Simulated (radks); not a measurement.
# The Coulomb parameter U of the 4f shell of Ho²⁺

Aim: U as the second difference [E(n + 0.25) + E(n − 0.25) − 2E(n)]/0.25², with all orbitals relaxed. Bare: the atom's charge changes with n. Screened: the 6s shell takes up the change. The start is a model configuration, not necessarily the ground state.

Program: radks (a radial shooting solver on a logarithmic mesh, Libxc functionals) version 1. Level of theory: Dirac Kohn-Sham, BLYP, spin-unpolarised, spherical densities, point nucleus; open shells are shared between the two j in proportion to 2j + 1. These are calculated values, not measurements, unless marked.

## (1) The system

```
element       : holmium (Z = 67)
charge        : +2
electrons     : 65
configuration : [Xe] 4f10 6s1
```

Outer shells as boxes (Hund's rule):

Ho²⁺
```
[Xe] core
4f [↑↓][↑↓][↑↓][↑ ][↑ ][↑ ][↑ ]
6s [↑ ]
```

## (2) Start: [Xe] 4f10 6s1

The run's settings:

```text
Z 67
configuration [Xe] 4f10 6s1
relativity Dirac
functional b88,lyp
spin unpolarised
j_filling average
nucleus point
c 137.035999084
```

## (3) Bare +0.25: [Xe] 4f10.25 6s1

Input: that of step 2 with these lines changed.

```diff
@@ -1,3 +1,3 @@
 Z 67
-configuration [Xe] 4f10 6s1
+configuration [Xe] 4f10.25 6s1
 relativity Dirac
```

## (4) Bare -0.25: [Xe] 4f9.75 6s1

Input: that of step 3 with these lines changed.

```diff
@@ -1,3 +1,3 @@
 Z 67
-configuration [Xe] 4f10.25 6s1
+configuration [Xe] 4f9.75 6s1
 relativity Dirac
```

## (5) Screened +0.25: [Xe] 4f10.25 6s0.75

Input: that of step 4 with these lines changed.

```diff
@@ -1,3 +1,3 @@
 Z 67
-configuration [Xe] 4f9.75 6s1
+configuration [Xe] 4f10.25 6s0.75
 relativity Dirac
```

## (6) Screened -0.25: [Xe] 4f9.75 6s1.25

Input: that of step 5 with these lines changed.

```diff
@@ -1,3 +1,3 @@
 Z 67
-configuration [Xe] 4f10.25 6s0.75
+configuration [Xe] 4f9.75 6s1.25
 relativity Dirac
```

**Question.** What will these runs give?

As calculated:

```tsv
quantity	value (eV)
U, bare	18.118
U, screened by 6s	7.739
```

**Reading.** Letting 6s compensate leaves 43 % of the bare value; this second difference measures U(4f,4f) + U(6s,6s) − 2U(4f,6s). A solid screens further than the bare atom, so the bare value is an upper guide for the U of a crystal.
